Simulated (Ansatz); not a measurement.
# ZnSe: a single-point run

The task is a single-point run on ZnSe. The structure is shown as the input types it.

Program: Ansatz 0.2.0. Level of theory: density functional or hybrid calculation with the settings of its input, plane waves (as first typed). These are calculated values, not measurements.

3 further runs of the same task are left out: 1 for a known fault of the program, 2 that didn't finish.

## 1. Starting point

The structure is cubic, space group F-43m (No. 216). The conventional cell has a = 5.665 Å, b = 5.665 Å, c = 5.665 Å, α = 90.00°, β = 90.00°, γ = 90.00°. Zn (site symmetry -43m) has 4 Se at 2.45 Å as nearest neighbours. Se (site symmetry -43m) has 4 Zn at 2.45 Å as nearest neighbours.

Structure file:

```cif
data_structure
_symmetry_space_group_name_H-M 'F-43m'
_symmetry_Int_Tables_number 216
_cell_length_a 5.6648
_cell_length_b 5.6648
_cell_length_c 5.6648
_cell_angle_alpha 90.000
_cell_angle_beta 90.000
_cell_angle_gamma 90.000
_cell_volume 181.79
loop_
_atom_site_label
_atom_site_type_symbol
_atom_site_symmetry_multiplicity
_atom_site_Wyckoff_symbol
_atom_site_fract_x
_atom_site_fract_y
_atom_site_fract_z
_atom_site_occupancy
Zn1 Zn 4 a 0.00000 0.00000 0.00000 1
Se1 Se 4 d 0.25000 0.25000 0.75000 1
```

## 2. Input and run

input.yaml

```yaml
crystal:
  lattice:
    - [0.0, 2.8324246769, 2.8324246769]
    - [2.8324246769, 0.0, 2.8324246769]
    - [2.8324246769, 2.8324246769, 0.0]
  atoms:
    - { symbol: Zn, position: [0.0, 0.0, 0.0] }
    - { symbol: Se, position: [0.25, 0.25, 0.25] }
kpoints:
  mp_grid: { grid: [6, 6, 6] }
hamiltonian:
  xc: pbe
scf:
  occupations: { method: gaussian, width: 1.5 }
  n_extra_bands: 4
output:
  forces: true
  stress: true
  eigenvalues: true
```

The run is started by

```sh
$ ansatz run input.yaml --threads 4 --pin off --max-ram 3686MiB --backend cpu --events-out ev --progress --plain --runs-dir out
```

Q: Will this input give a usable result? If not, why, and what should change?

The program finished normally. Convergence says nothing about whether the input makes sense.

Look at the input: scf.occupations.method is gaussian; scf.occupations.width is 1.5. Occupations are smeared over electronvolts, wider than many features of the bands.

Run again and compare: delete scf.occupations.width (the default then holds) and set scf.occupations.method to fixed.
